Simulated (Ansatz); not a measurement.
Mg2PbN2:

```
CELL_PARAMETERS angstrom
3.62686 0.00000 0.00000
-1.81343 3.14096 0.00000
0.00000 0.00000 6.56589
ATOMIC_POSITIONS crystal
Pb 0.00000 0.00000 0.50000
Mg 0.33333 0.66667 0.86122
Mg 0.66667 0.33333 0.13878
N 0.33333 0.66667 0.20255
N 0.66667 0.33333 0.79746
```

The cell comes from a database or a generator and needn't be the stable form of this composition.

* Program: Ansatz 0.2.0
* Task: single point
* Functional: PBE
* Potentials or basis: Ansatz PAW
* Cutoff: 420 eV (not typed: the program's choice for these potentials)
* k mesh: 9 × 9 × 4
* Occupations: fermi-dirac, width 0.05 eV
* Spin: no spin polarisation

On this cell: pressure -0.2 GPa; largest force 0.006 eV/Å; band gap on the k mesh none (metal or under the smearing width).

The same run follows on a disturbed copy (atoms moved at random, drawn with an rms of 0.05 Å):

```
Pb Mg N
1.0
     3.62686    0.00000    0.00000
    -1.81343    3.14096    0.00000
     0.00000    0.00000    6.56589
Pb Mg N
1 2 2
Direct
  0.99501 0.99345 0.49243
  0.34569 0.67127 0.85577
  0.66837 0.32784 0.12999
  0.32705 0.65797 0.19715
  0.65911 0.32126 0.79218
```

**Question.** What does the disturbed cell give?

**Answer.** The energy (extrapolated to zero smearing) moves by +3.8 meV/atom; pressure -0.1 GPa; largest force 0.499 eV/Å; band gap on the k mesh none (metal or under the smearing width).

Forces in eV/Å, atoms in the order of the input:
```
Pb   0.045  0.033 -0.001
Mg  -0.277 -0.404 -0.096
Mg  -0.128 -0.024  0.128
N    0.159  0.079 -0.013
N    0.201  0.317 -0.018
```

Stress tensor (GPa, compression positive):
```
-0.52 -0.17  0.10
-0.17  0.41  0.01
 0.10  0.01 -0.15
```
